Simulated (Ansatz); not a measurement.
# CH₆NSn+ (SMILES C[NH][SnH2+]): a rigid scan of the bond length N2–H7

One table from this session's results is given with a row withheld; the runs are named, their logs left out.

Program: Ansatz 0.2.0, Gaussian basis. Level of theory: single points in def2-TZVPP. These are calculated values, not measurements.

Levels: PBE-D4, r2SCAN-D4, PBE0-D4, B3LYP-D4, wB97M-V, Hartree-Fock, MP2, CCSD, CCSD(T). The scan takes 0.891, 0.926, 0.977, 1.038, 1.104, 1.176, 1.253, 1.333, 1.417 Å.

Cores are frozen in the correlated methods. Filled d shells of the heavier atoms are correlated. Core potentials replace the inner electrons past krypton, and spin-orbit coupling is left out. B3LYP uses VWN-RPA correlation.

117 further runs of the same task are left out: 117 set aside as unsound or not needed.

**The system as given**

The minimum, relaxed at PBE0-D4: SMILES `C[NH][SnH2+]`, 9 atoms, charge 1, spin multiplicity 1.

Atoms are counted from 1 here; the program's logs count them from 0.

Bond lengths: C1–N2 1.457 Å, C1–H4 1.092 Å, C1–H5 1.092 Å, C1–H6 1.090 Å, N2–Sn3 1.927 Å, N2–H7 1.012 Å, Sn3–H8 1.677 Å, Sn3–H9 1.678 Å. Angles: N2–C1–H4 110.3°, N2–C1–H5 110.3°, N2–C1–H6 110.6°, H4–C1–H5 108.8°, H4–C1–H6 108.4°, H5–C1–H6 108.4°, C1–N2–Sn3 127.9°, C1–N2–H7 114.0°, Sn3–N2–H7 118.1°, N2–Sn3–H8 115.4°, N2–Sn3–H9 114.3°, H8–Sn3–H9 130.3°.

As a file:

```
C    -0.44312    1.03579   -0.70217
N     0.22503   -0.23895   -0.47792
Sn    0.43572   -1.18849    1.18508
H    -1.27070    0.91072   -1.40387
H     0.25966    1.76396   -1.11299
H    -0.84092    1.43063    0.23291
H     0.61552   -0.65168   -1.31549
H     1.26538   -2.64255    1.08361
H    -0.24657   -0.41943    2.51083
```

Energies of the minimum (eV), from earlier single points: PBE-D4 -8446.01607, r2SCAN-D4 -8450.01106, PBE0-D4 -8446.49048, B3LYP-D4 -8451.78038, wB97M-V -8446.53386, CCSD(T) -8426.62016.

At the minimum the bond length N2–H7 is 1.012 Å.

Set-up of the first run:

Contents of pbe-tzvpp/in.yaml:

```yaml
crystal:
  periodic: [false, false, false]
  atoms:
    - {symbol: C, position_ang: [-0.443118, 1.035790, -0.702174]}
    - {symbol: N, position_ang: [0.225033, -0.238952, -0.477923]}
    - {symbol: Sn, position_ang: [0.435716, -1.188490, 1.185082]}
    - {symbol: H, position_ang: [-1.270699, 0.910721, -1.403871]}
    - {symbol: H, position_ang: [0.259659, 1.763960, -1.112988]}
    - {symbol: H, position_ang: [-0.840924, 1.430627, 0.232914]}
    - {symbol: H, position_ang: [0.568798, -0.602299, -1.215273]}
    - {symbol: H, position_ang: [1.265379, -2.642550, 1.083613]}
    - {symbol: H, position_ang: [-0.246567, -0.419434, 2.510828]}
basis:
  gaussian: {orbitals: def2-TZVPP}
total_charge: 1
hamiltonian: {xc: pbe, dispersion: d4}
output: {forces: true}
```

r2scan-tzvpp/in.yaml differs from pbe-tzvpp/in.yaml so:

```diff
-hamiltonian: {xc: pbe, dispersion: d4}
+hamiltonian: {xc: r2scan, dispersion: d4}
```

pbe0-tzvpp/in.yaml:

```diff
-hamiltonian: {xc: pbe, dispersion: d4}
-output: {forces: true}
+hamiltonian: {xc: pbe0, dispersion: d4}
+output: {forces: true, orbitals: {seedname: orbitals}}
```

b3lyp-tzvpp/in.yaml:

```diff
-hamiltonian: {xc: pbe, dispersion: d4}
+hamiltonian: {xc: {name: B3LYP}, dispersion: d4}
```

wb97mv-tzvpp/in.yaml:

```diff
-hamiltonian: {xc: pbe, dispersion: d4}
-output: {forces: true}
+hamiltonian: {xc: {name: wB97M-V}}
```

ccsdt-tzvpp/in.yaml:

```diff
-hamiltonian: {xc: pbe, dispersion: d4}
-output: {forces: true}
+correlation: {method: ccsd_t}
```

One command serves all of them, each in its own folder.

Launch:

```console
ansatz run in.yaml --threads 2 --pin off --events-out ev --progress --plain --max-ram 4352MiB
```

Steps of the session up to this table: N2–H7 = 0.891 Å; N2–H7 = 0.926 Å; N2–H7 = 0.977 Å; N2–H7 = 1.038 Å; N2–H7 = 1.104 Å; N2–H7 = 1.176 Å; N2–H7 = 1.253 Å; N2–H7 = 1.333 Å; N2–H7 = 1.417 Å.

One table of the session follows, with a row left open; its other results are not shown here.

Energies less that of the minimum at the same level (meV):

| bond length (Å) | PBE-D4 | PBE0-D4 | B3LYP-D4 | wB97M-V | Hartree-Fock |
| --- | --- | --- | --- | --- | --- |
| 0.891 | 468 | 423 | 422 | 417 | 344 |
| 0.926 | ? | ? | ? | ? | ? |
| 0.977 | 42 | 28 | 29 | 27 | 4 |
| 1.012 (minimum) | 0 | 0 | 0 | 0 | 0 |
| 1.038 | 5 | 15 | 14 | 16 | 33 |
| 1.104 | 120 | 159 | 152 | 161 | 226 |
| 1.176 | 365 | 436 | 421 | 439 | 559 |
| 1.253 | 708 | 815 | 788 | 819 | 1000 |
| 1.333 | 1107 | 1253 | 1210 | 1260 | 1507 |
| 1.417 | 1540 | 1728 | 1665 | 1743 | 2060 |

Q: Estimate the row for bond length (Å) = 0.926 from the others.

Worked estimate for «PBE-D4». A straight line through the neighbours (0.891, 468) and (0.977, 42) gives 468 + (42 − 468) × (0.926 − 0.891) / (0.977 − 0.891) = 295; a parabola fitted to 3 rows on both sides gives 242.

As computed: PBE-D4: 229; PBE0-D4: 196; B3LYP-D4: 197; wB97M-V: 193; Hartree-Fock: 138. In «PBE-D4» the line misses by +66 and the parabola by +13.
